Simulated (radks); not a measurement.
**Dy⁴⁵⁺ in [Ar] 3d3: an all-electron calculation**

The task here is to estimate one member of a computed series from the others.

The numbers are computed with radks (a radial shooting solver on a logarithmic mesh, Libxc functionals) version 1 (scalar-relativistic Kohn-Sham, revPBE, spin-polarised, spherical densities, point nucleus; open shells are filled with parallel spins first), except any that are marked as measured or tabulated.

## What is computed

- element: dysprosium (Z = 66)
- charge: +45
- electrons: 21
- configuration: [Ar] 3d3

Outer shells as boxes (Hund's rule):

Dy⁴⁵⁺
```
[Ar] core
3d [↑ ][↑ ][↑ ][  ][  ]
```

Set-up of the first run:

Input:

```text
Z 66
configuration [Ar] 3d3
relativity scalar-relativistic
functional pbe_r,pbe
spin polarised
nucleus point
c 137.035999084
```

Launch:

```bash
> python run_ks.py task.json out
```

This one command runs every case of the session in turn.

One of the session's tables, all rows but one given; the rest of the session is left out.

It belongs to the step «Radial structure». Sizes of the orbitals, from the radial functions (bohr):

```
  level      <r>  outermost maximum (interpolated)  90 % within  nodes
  1s up  0.02111                            0.0134       0.0382      0
1s down  0.02111                            0.0134       0.0382      0
  2s up  0.08919                            0.0758        0.138      1
2s down  0.08911                            0.0758        0.138      1
  2p up  0.07886                            0.0615        0.128      0
2p down  0.07877                            0.0614        0.128      0
  3s up   0.2211                             0.208        0.322      2
3s down   0.2215                             0.208        0.322      2
  3p up   0.2170                             0.202        0.322      1
3p down   0.2175                             0.203        0.323      1
  3d up        ?                                 ?            ?      ?
3d down   0.1933                             0.162        0.296      0
```

Q: Estimate the row for 3d up from the others.

The run gave: <r>: 0.1928; outermost maximum (interpolated): 0.162; 90 % within: 0.295; nodes: 0. In the column «<r>» it lies between 2s up (0.08919) and 3d down (0.1933).

To keep in mind: Open shells are spherical and high-spin; term and fine-structure splittings are not resolved.
